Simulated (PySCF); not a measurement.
# How the numerical set-up moves the result for IO2⁻

The method stays; parts of the set-up, such as the basis or the Hamiltonian, are changed.

Program: PySCF 2.14.0. Level of theory: each script names its method and basis. These are calculated values, not measurements.

1 further run of the same task is left out (it didn't finish). Runs told in other sessions of the task aren't counted.

## 1. Starting geometry

IO2⁻: 3 atoms, charge -1, spin multiplicity 1.

Bond lengths: I1–O2 1.850 Å, I1–O3 1.850 Å. Angles: O2–I1–O3 108.6°.

As a file:

```xyz
3
IO2
I     0.0000    0.0000   -0.2163
O     1.5030    0.0000    0.8632
O    -1.5030    0.0000    0.8632
```

## 2. The base run

Input file input.py:

```python
from pyscf import gto, scf
from pyscf.hessian import thermo

mol = gto.M(
    atom='I 0 0 -0.2163; O 1.503 0 0.8632; O -1.503 0 0.8632',
    basis='sto-3g',
    charge=-1,
    spin=0,
    verbose=4,
)
mf = scf.UHF(mol)
mf.kernel()
hess = mf.Hessian().kernel()
print('wavenumber (cm^-1) =', thermo.harmonic_analysis(mol, hess)['freq_wavenumber'].round(1))
mf.dip_moment()
print('orbital energies (hartree):', [e[max(0, n-3):n+3].round(4) for e, n in zip(mf.mo_energy, mol.nelec)])
```

Launch:

```console
$ OMP_NUM_THREADS=1 python input.py
```

## 3. Crenbl (core potential on)

Edit 1 changes basis set: sto-3g → crenbl; core potential: off → on. The core potential changes with it: totals don't compare.

input.py: that of step 2 with these lines changed.

```diff
@@ -5,3 +5,4 @@
     atom='I 0 0 -0.2163; O 1.503 0 0.8632; O -1.503 0 0.8632',
-    basis='sto-3g',
+    basis='crenbl',
+    ecp={'I': 'crenbl', 'O': 'crenbl'},
     charge=-1,
```

## 4. Cartesian functions on

Edit 2 changes Cartesian functions: off → on.

input.py: that of step 2 with these lines changed.

```diff
@@ -8,2 +8,3 @@
     spin=0,
+    cart=True,
     verbose=4,
```

## 5. Lanl2dz (core potential on)

Edit 3 changes basis set: sto-3g → lanl2dz; core potential: off → on. The core potential changes with it: totals don't compare.

input.py: that of step 2 with these lines changed.

```diff
@@ -5,3 +5,4 @@
     atom='I 0 0 -0.2163; O 1.503 0 0.8632; O -1.503 0 0.8632',
-    basis='sto-3g',
+    basis='lanl2dz',
+    ecp={'I': 'lanl2dz'},
     charge=-1,
```

Before running it: what results should come out? Wanted: for each run, E(SCF); from base; gap; after the SCF.

As calculated:

| run | E(SCF) (hartree) | from base (eV) | cycles | gap (eV) | functions | after the SCF |
| --- | --- | --- | --- | --- | --- | --- |
| base | -6997.921957 | 0 | 11 | 17.31 | 37 | n/a |
| crenbl (core potential on) | -140.674300 | not comparable | 15 | 11.75 | 64 | highest mode 796 cm⁻¹ |
| Cartesian functions on | -7001.761306 | -104.4740 | 11 | 17.31 | 39 | n/a |
| lanl2dz (core potential on) | -160.678949 | not comparable | 13 | 11.83 | 26 | highest mode 808 cm⁻¹ |

The highest filled level of this anion is positive: the basis lacks diffuse functions or the electron is not bound, so these numbers hang on the basis.
